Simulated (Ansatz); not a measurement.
CH5AlSiTe, SMILES [SiH3][Al]1[CH2][Te]1, a polarisability from point charges

Program: the Python package of Ansatz (0.2.0).

Contents of `ch5alsite.xyz`:
```text
9

Si   -0.28420    1.67960   -1.01450
Al   -0.03970   -0.50400   -0.30140
C     0.55190   -1.66210    1.13140
Te   -1.08060   -2.74530    0.59530
H    -1.06800    1.72320   -2.31620
H    -1.09440    2.48660   -0.01510
H     1.00820    2.35860   -1.21290
H     1.56490   -2.18990    0.91830
H     0.53030   -1.19310    2.19810
```

`field.py`:
```python
import ansatz as az
import numpy as np


def main() -> None:
    geometry = az.Crystal.molecule_from_extxyz("ch5alsite.xyz")

    job = (
        geometry.calculation()
        .basis(gaussian="def2-SVPD")
        .functional("b3lyp")
        .forces()
    )
    centre = np.mean([site.position_ang for site in geometry.cartesian_sites], axis=0)
    field = 2 * 14.399645 * 3.0 / 25.0 ** 2


    def dipole(axis, sign):
        arm = 25.0 * np.eye(3)[axis]
        pair = [{"charge": sign * 3.0, "position_ang": (centre - arm).tolist()}, {"charge": -sign * 3.0, "position_ang": (centre + arm).tolist()}]
        deck = job.input().set(az.key.basis.gaussian.point_charges, pair)
        return np.array(az.Session.from_dict(deck).plan().execute().report["charge_distribution"]["dipole_moment_e_ang"])


    print(f"field {field:.4f} V/A")
    alpha = np.array([(dipole(axis, 1) - dipole(axis, -1)) / (2 * field) * 14.399645 for axis in range(3)])
    print("polarisability tensor (A^3)")
    print(np.array2string(alpha, precision=3, suppress_small=True))
    print(f"mean {np.trace(alpha) / 3:.3f} A^3 = {np.trace(alpha) / 3 / 0.14818471:.2f} bohr^3")


if __name__ == "__main__":
    main()
```

```console
$ python field.py
field 0.1382 V/A
polarisability tensor (A^3)
[[15.412  2.083 -0.597]
 [ 2.178 25.675 -4.364]
 [-0.581 -4.29  16.311]]
mean 19.133 A^3 = 129.11 bohr^3
```

Reading the output:
- The geometry is a force-field or estimated start, not a minimum of this method, and the basis set is short of its limit. The field of two point charges is only nearly even.
- def2 sets replace the cores of elements past krypton by effective core potentials.
- b3lyp holds the VWN-RPA fit, as in Gaussian; the form of ORCA and Turbomole is b3lyp5.
- Timing: 69 s on 1 thread of Arm Neoverse V1, with other jobs on the host, peak memory 0.43 GiB.
